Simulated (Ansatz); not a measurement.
**CHB2F: a relaxation**

Where does the structure go when it is relaxed from here with these settings?

Computed with Ansatz 0.2.0, Gaussian basis. Level: B3LYP-D4/pcseg-2.

1 further run of the same task is left out (it didn't finish).

### 1 Starting geometry

The start, displaced at random: SMILES `B=C=BF`, 5 atoms, charge 0, spin multiplicity 1.

Atoms are counted from 1 here; the program's logs count them from 0.

Bond lengths: B1–C2 1.426 Å, B1–H5 1.081 Å, C2–B3 1.415 Å, B3–F4 1.258 Å. Angles: C2–B1–H5 170.9°, B1–C2–B3 166.2°, C2–B3–F4 176.8°.

Geometry (Å):

```
B    -0.3419    1.3750   -0.4032
C     0.0025   -0.0002   -0.2506
B     0.3482   -1.2851    0.2301
F     0.5979   -2.4259    0.6973
H    -0.4569    2.4302   -0.6078
```

### 2 The relaxation

run/in.yaml reads:

```yaml
crystal:
  periodic: [false, false, false]
  atoms:
    - {symbol: B, position_ang: [-0.341920, 1.374963, -0.403211]}
    - {symbol: C, position_ang: [0.002547, -0.000218, -0.250607]}
    - {symbol: B, position_ang: [0.348203, -1.285069, 0.230050]}
    - {symbol: F, position_ang: [0.597895, -2.425902, 0.697276]}
    - {symbol: H, position_ang: [-0.456945, 2.430239, -0.607804]}
basis:
  gaussian: {orbitals: pcseg-2}
hamiltonian: {xc: {name: B3LYP}, dispersion: d4}
relax: {f_tol: 0.05, max_steps: 5, max_displacement: 0.5}
```

Run with:

```bash
$ ansatz run in.yaml --threads 2 --pin off --events-out ev --progress --plain --max-ram 3481MiB
```

What does the calculation give? Wanted: energy change; last largest force; RMSD from the start.

As calculated:

| quantity | value |
| --- | --- |
| steps | 5 |
| energy change | -0.435 eV |
| last largest force | 0.0351 eV/Å |
| RMSD from the start | 0.119 Å |

In words: It converged in 5 steps at a force tolerance of 0.05 eV/Å.
